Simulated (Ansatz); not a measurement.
# GaH₄ (quartet): from Hartree-Fock to the top rungs, aug-cc-pVDZ

One table from this session's results is given with a row withheld; the runs are named, their logs left out.

Method: aug-cc-pVDZ, core rule «outside noble gas», up to 14 orbitals frozen; program: Ansatz 0.2.0, Gaussian basis.

To be run: UHF; CCSD(T) on ROHF; CCSD(T) on UHF; BCCD(T) on ROHF; CISD as a restricted active space (open shells left free, so some higher excitations enter); CCSDT(Q) on ROHF; CCSDT(Q) on UHF; CASSCF and MRCISD+Q, 7 electrons in 8 orbitals; CASSCF and NEVPT2, 7 electrons in 8 orbitals.

9 further runs of the same task are left out: 2 for a known fault of the program, 1 that didn't finish, 6 set aside as unsound or not needed. Runs told in other sessions of the task aren't counted.

### What is computed

The geometry is a PBE0/def2-TZVP stationary point (not a proven minimum) of the parent state, kept for this charge and spin. No spin-orbit coupling is included. The filled d shell of Ga may be among the frozen orbitals whatever the setting's name suggests.

5 atoms, charge 0, spin multiplicity 4.

Atoms are counted from 1 here; the program's logs count them from 0.

Bond lengths: Ga1–H2 1.643 Å, Ga1–H3 1.643 Å, Ga1–H4 1.643 Å, Ga1–H5 1.643 Å. Angles: H2–Ga1–H3 69.0°, H2–Ga1–H4 132.8°, H2–Ga1–H5 132.8°, H3–Ga1–H4 132.8°, H3–Ga1–H5 132.8°, H4–Ga1–H5 69.0°.

Set-up of the first run:

File in.yaml:

```yaml
crystal:
  periodic: [false, false, false]
  atoms:
    - {symbol: Ga, position_ang: [0.000000, 0.000000, 0.000000]}
    - {symbol: H, position_ang: [0.652504, 0.664105, 1.353869]}
    - {symbol: H, position_ang: [-0.662515, -0.654094, 1.353881]}
    - {symbol: H, position_ang: [-0.654085, 0.652495, -1.358743]}
    - {symbol: H, position_ang: [0.664096, -0.662506, -1.349007]}
basis:
  gaussian: {orbitals: aug-cc-pVDZ}
magnetization: {spin_polarized: true, initial_magnetization: 3}
hamiltonian: {xc: hf}
output: {orbitals: {seedname: orbitals}}
```

Launch:

```bash
$ ansatz run in.yaml --threads 1 --pin off --events-out ev --progress --plain --max-ram 4160MiB --backend cpu
```

Steps of the session up to this table: UHF; CCSD(T) on ROHF; CCSD(T) on UHF; BCCD(T) on ROHF; CISD as a restricted active space (open shells left free, so some higher excitations enter); CCSDT(Q) on ROHF; CCSDT(Q) on UHF; CASSCF and MRCISD+Q, 7 electrons in 8 orbitals; CASSCF and NEVPT2, 7 electrons in 8 orbitals.

One table of the session follows, with a row left open; its other results are not shown here.

```
          method  from UCCSDT(Q) (meV)
            RMP2                     ?
            UMP2               +1063.2
           RCCSD                +188.9
           UCCSD                +174.8
        RCCSD(T)                 +53.4
        UCCSD(T)                 +49.1
         BCCD(T)                 +56.2
          RCCSDT                 +13.6
          UCCSDT                  +6.5
       RCCSDT(Q)                  +6.8
       UCCSDT(Q)                     0
  CASSCF valence               +2150.5
  NEVPT2 valence                +756.7
  MRCISD valence                +250.5
MRCISD+Q valence                +146.5
```

**Question.** Estimate the row for RMP2.

As computed: from UCCSDT(Q) (meV): +988.4. In the column «from UCCSDT(Q) (meV)» it lies between NEVPT2 valence (+756.7) and UMP2 (+1063.2).

Caveats from the session: Left out of the table: ROHF, UHF (another determinant or state than the rows shown). Restricted and unrestricted rows rest on different reference determinants; a gap between their highest levels can come from leftover correlation error, from unlike frozen cores or from another state.
